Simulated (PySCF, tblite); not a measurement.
# C₇H₁₁P: geometry, infrared bands and NMR shifts

What infrared bands and NMR shifts should C₇H₁₁P (`CCP1C=CCC=C1`) show?

Computed with tblite 0.8.0 and PySCF 2.14.0, with density-fitted response routines of our own, on a single molecule in the gas phase. Atoms are numbered from 0 throughout.

### 1 The molecule as given

19 atoms, charge 0, multiplicity 1; geometry from: force field or distance geometry start.

Bonds of the start (Å): C0–C1 1.49, C1–P2 1.82, P2–C3 1.84, C3–C4 1.33, C4–C5 1.49, C5–C6 1.46, C6–C7 1.33, C7–P2 1.87, C0–H8 1.11, C0–H9 1.12, C0–H10 1.12, C1–H11 1.14, C1–H12 1.10, C3–H13 1.09, C4–H14 1.10, C5–H15 1.14, C5–H16 1.13, C6–H17 1.09, C7–H18 1.08.

### 2 Relaxing the molecule with GFN2-xTB

What the job is given:

```
{"job": {"kind": "relax", "xc": "GFN2-xTB", "basis": "xTB"}, "charge": 0, "multiplicity": 1}
C      2.273900     0.640600    -0.190400
C      1.783400    -0.681100    -0.671900
P      0.293400    -1.350000     0.128500
C     -0.257600    -0.447400     1.628900
C     -1.181600     0.490200     1.456600
C     -1.770800     0.845300     0.134700
C     -1.993400    -0.243400    -0.818600
C     -1.207500    -1.304300    -0.978600
H      2.005100     1.471300    -0.876300
H      3.388900     0.643700    -0.173400
H      1.970600     0.892600     0.854900
H      2.655500    -1.395400    -0.524500
H      1.630200    -0.605000    -1.756900
H      0.154100    -0.687200     2.610200
H     -1.539900     1.061400     2.327400
H     -2.781100     1.324700     0.332800
H     -1.139700     1.652900    -0.349700
H     -2.885100    -0.202600    -1.452300
H     -1.408200    -2.097000    -1.689100
```

On the command line:

```
OMP_NUM_THREADS=1 python probes_run.py task.json out
```

This one command runs all jobs of the session in turn.

**Question.** This job is followed by: GFN2-xTB harmonic vibrations, gas phase; GIAO PBE0/pcSseg-1 NMR shielding, non-relativistic, gas phase. Predict these results of the whole session: strongest single infrared mode (GFN2-xTB); zero-point energy (GFN2-xTB); 13C shifts against TMS (PBE0/pcSseg-1, means over atoms taken as alike); 1H shifts against TMS (PBE0/pcSseg-1, means over atoms taken as alike); 31P shifts against H3PO4 (PBE0/pcSseg-1); surface potential, 1st and 99th percentile.

**Answer**, as computed:

| quantity | value |
| --- | --- |
| strongest single infrared mode (GFN2-xTB) | 3041 cm⁻¹, 121 km/mol |
| zero-point energy (GFN2-xTB) | 98.7 kcal/mol |
| 13C shifts against TMS (PBE0/pcSseg-1, means over atoms taken as alike) | 137.2, 135.1, 33.1, 23.0, 12.4 ppm |
| 1H shifts against TMS (PBE0/pcSseg-1, means over atoms taken as alike) | 6.56, 6.23, 2.93, 1.55, 1.03 ppm |
| 31P shifts against H3PO4 (PBE0/pcSseg-1) | -67.1 ppm |
| surface potential, 1st and 99th percentile | -1.15 V and 0.77 V |

What this shows: Over 150 steps the energy fell by 1.288 eV; of the close pairs, P2–C7 changed most, 1.866 to 1.813 Å. All 51 modes are real, so the xTB geometry is a minimum. Unscaled tight-binding wavenumbers are off by several per cent, some by more. Its intensities can rank the bands wrongly.
